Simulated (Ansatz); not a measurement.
**H₂Br (doublet): the correlation ladder at distance H1–H2 along a hydrogen transfer = 0.745 Å, cc-pVDZ**

Aim: climb from Hartree-Fock through coupled cluster and multireference methods for H₂Br (doublet) at one geometry and basis, and see what each rung misses.

Method: cc-pVDZ, core rule «outside noble gas», up to 14 orbitals frozen; program: Ansatz 0.2.0, Gaussian basis.

Plan: UHF; CCSD(T) on ROHF; CCSD(T) on UHF; BCCD(T) on ROHF; CISD; CCSDT(Q) on ROHF; CCSDT(Q) on UHF; CCSDTQ on ROHF; CCSDTQ on UHF; CASSCF and MRCISD+Q, 3 electrons in 3 orbitals; CASSCF and NEVPT2, 3 electrons in 3 orbitals; CASSCF and MRCISD+Q, 9 electrons in 6 orbitals; CASSCF and NEVPT2, 9 electrons in 6 orbitals; Full CI.

## (1) What is computed

The geometry derives from fragments relaxed apart (PBE0/def2-TZVP) and kept rigid, so it is no stationary point. A hydrogen atom is moved between rigid fragments. No spin-orbit coupling is included. The filled d shell of Br may be among the frozen orbitals whatever the setting's name suggests; the logs give the count.

3 atoms, charge 0, spin multiplicity 2.

Atoms are counted from 1 here; the program's logs count them from 0.

Bond lengths: H1–H2 0.745 Å.

## (2) UHF

Input file in.yaml:

```yaml
crystal:
  periodic: [false, false, false]
  atoms:
    - {symbol: H, position_ang: [0.000000, 0.000000, -1.112000]}
    - {symbol: H, position_ang: [0.000000, 0.000000, -0.367000]}
    - {symbol: Br, position_ang: [0.000000, 0.000000, 1.479000]}
basis:
  gaussian: {orbitals: cc-pVDZ}
magnetization: {spin_polarized: true, initial_magnetization: 1}
hamiltonian: {xc: hf}
output: {orbitals: {seedname: orbitals}}
```

Started as:

```bash
$ ansatz run in.yaml --threads 1 --pin off --events-out ev --progress --plain --max-ram 4096MiB --backend cpu
```

The runs that follow: CCSD(T) on ROHF; CCSD(T) on UHF; BCCD(T) on ROHF; CISD; CCSDT(Q) on ROHF; CCSDT(Q) on UHF; CCSDTQ on ROHF; CCSDTQ on UHF; CASSCF and MRCISD+Q, 3 electrons in 3 orbitals; CASSCF and NEVPT2, 3 electrons in 3 orbitals; CASSCF and MRCISD+Q, 9 electrons in 6 orbitals; CASSCF and NEVPT2, 9 electrons in 6 orbitals; Full CI.

Q: Predict the results of all the runs planned. Wanted: FCI below the RHF energy; RMP2 from FCI; UMP2 from FCI; RCCSD from FCI; RCCSD(T) from FCI; UCCSD(T) from FCI; RCCSDT(Q) from FCI; UCCSDT(Q) from FCI; NEVPT2 pair from FCI.

The runs gave:

| quantity | value |
| --- | --- |
| FCI below the RHF energy | -4.2195 eV |
| RMP2 from FCI | +633.2 meV |
| UMP2 from FCI | +641.8 meV |
| RCCSD from FCI | +55.3 meV |
| RCCSD(T) from FCI | +11.9 meV |
| UCCSD(T) from FCI | +10.2 meV |
| RCCSDT(Q) from FCI | +0.3 meV |
| UCCSDT(Q) from FCI | -1.4 meV |
| NEVPT2 pair from FCI | +580.9 meV |
| NEVPT2 valence from FCI | +900.8 meV |
| MRCISD+Q valence from FCI | -7.4 meV |
| levels within 1 kcal/mol (43 meV) | RCCSD(T), UCCSD(T), BCCD(T), RCCSDT, UCCSDT, RCCSDT(Q), UCCSDT(Q), RCCSDTQ, UCCSDTQ, MRCISD+Q valence |
| T1 diagnostic | 0.017 |
| effectively unpaired electrons | 1.02 |

**Reading.** RCCSD(T) lands +11.9 meV from the yardstick (0.3 % of the correlation energy). MRCISD+Q valence falls below full CI: the +Q correction isn't variational, and the cores differ from full CI's. One determinant dominates. Of the multireference levels listed MRCISD+Q valence comes nearest in total energy (-7.4 meV), which doesn't show that its space is the better one. These misses are within one basis, not against nature; the frozen cores of restricted and unrestricted runs differ, which can shift their rows.
